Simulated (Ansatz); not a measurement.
# Be: the cost of one run

Program: Ansatz 0.2.0. Level of theory: DFT PBEsol, scalar-relativistic. These are calculated values, not measurements.

## (1) The structure to begin with

The structure is cubic, space group Im-3m (No. 229). The conventional cell has a = 2.506 Å, b = 2.506 Å, c = 2.506 Å, α = 90.00°, β = 90.00°, γ = 90.00°. Be (site symmetry m-3m) is surrounded by 8 Be at 2.17 Å.

Coordinates:

```cif
data_structure
_symmetry_space_group_name_H-M 'P 1'
_symmetry_Int_Tables_number 1
_cell_length_a 2.1705
_cell_length_b 2.1705
_cell_length_c 2.1705
_cell_angle_alpha 109.471
_cell_angle_beta 109.471
_cell_angle_gamma 109.471
_cell_volume 7.87
loop_
_atom_site_label
_atom_site_type_symbol
_atom_site_fract_x
_atom_site_fract_y
_atom_site_fract_z
_atom_site_occupancy
Be1 Be 0.00000 0.00000 0.00000 1
```

The cell is one relaxed in the Materials Project, used as it stands.

## (2) Volume × 0.94, LAPW

File input.yaml:

```yaml
crystal:
  lattice:
    - [-1.2275398764, 1.2275398764, 1.2275398764]
    - [1.2275398764, -1.2275398764, 1.2275398764]
    - [1.2275398764, 1.2275398764, -1.2275398764]
  atoms:
    - { symbol: Be, position: [0.0, 0.0, 0.0] }
kpoints:
  mp_grid: { grid: [23, 23, 23] }
  band_path:
    path:
      - [0.0, 0.0, 0.0]
      - [0.5, -0.5, 0.5]
      - [0.0, 0.0, 0.5]
      - [0.0, 0.0, 0.0]
      - [0.25, 0.25, 0.25]
      - [0.5, -0.5, 0.5]
      - [0.25, 0.25, 0.25]
      - [0.0, 0.0, 0.5]
    npoints: 5
scf:
  occupations: { method: fermi_dirac, width: 0.03 }
hamiltonian:
  xc: pbesol
  pseudopotentials: { kind: all_electron, lapw: { basis_error: 0.00025 } }
output:
  forces: true
  stress: true
  eigenvalues: true
```

Run with:

```sh
> ansatz run input.yaml --threads 1 --pin off --max-ram 3072MiB --backend cpu --events-out ev --progress --plain --runs-dir out
```

What time and memory should one allow on 1 thread of Intel Xeon Platinum 8488C (Sapphire Rapids), shared host?

About 4.8 s, with a peak of 0.29 GiB.
